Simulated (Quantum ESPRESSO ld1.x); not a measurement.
# Br⁴⁺ in [Ar] 3d9.5 4s2 4p1 5s0.5: an all-electron calculation

Aim: the levels, the sizes of the orbitals and the parts of the energy of the bromine ion Br4+.

The numbers are computed with Quantum ESPRESSO ld1.x 7.5 (Dirac Kohn-Sham, LDA (Slater exchange, VWN5 correlation), spin-unpolarised, spherical densities, point nucleus; open shells fill j = l - 1/2 first), except any that are marked as measured or tabulated.

**1. The atom as given**

- element: bromine (Z = 35)
- charge: +4
- electrons: 31
- configuration: [Ar] 3d9.5 4s2 4p1 5s0.5

**2. Self-consistent calculation**

Contents of ld1.in:

```fortran
 &input
    atom='Br',
    iswitch=1,
    rel=2,
    dft='SLA-VWN',
    config='[Ar] 3d9.5 4s2 4p1 5s0.5',
    rel_dist='energy',
    lsmall=.true.,
    prefix='ld1',
    max_out_wfc=37,
    file_charge='ld1.rho',
 /
```

Q: Predict the outcome of this run.

As calculated:

| quantity | value |
| --- | --- |
| total energy | -2597.276 hartree |
| exchange-correlation share of it | 3.34 % |
| −T/E | 1.0252 |
| highest occupied level | 5s1/2, -29.572 eV |
| most extended occupied level | 5s1/2, <r> = 3.13 bohr |
| radius at density 0.001 e/bohr³ | 3.74 bohr |
| maxima of the radial density | 3 |

What this shows: 5 principal shells are occupied and 3 maxima appear in the radial density; where shells overlap, one shows as a shoulder or not at all. −T/E is 1.025: with relativity the kinetic term as defined here no longer equals −E. This is not the tabulated ground configuration, so its levels and sizes aren't those of the ground state, and no measured value stands beside it.
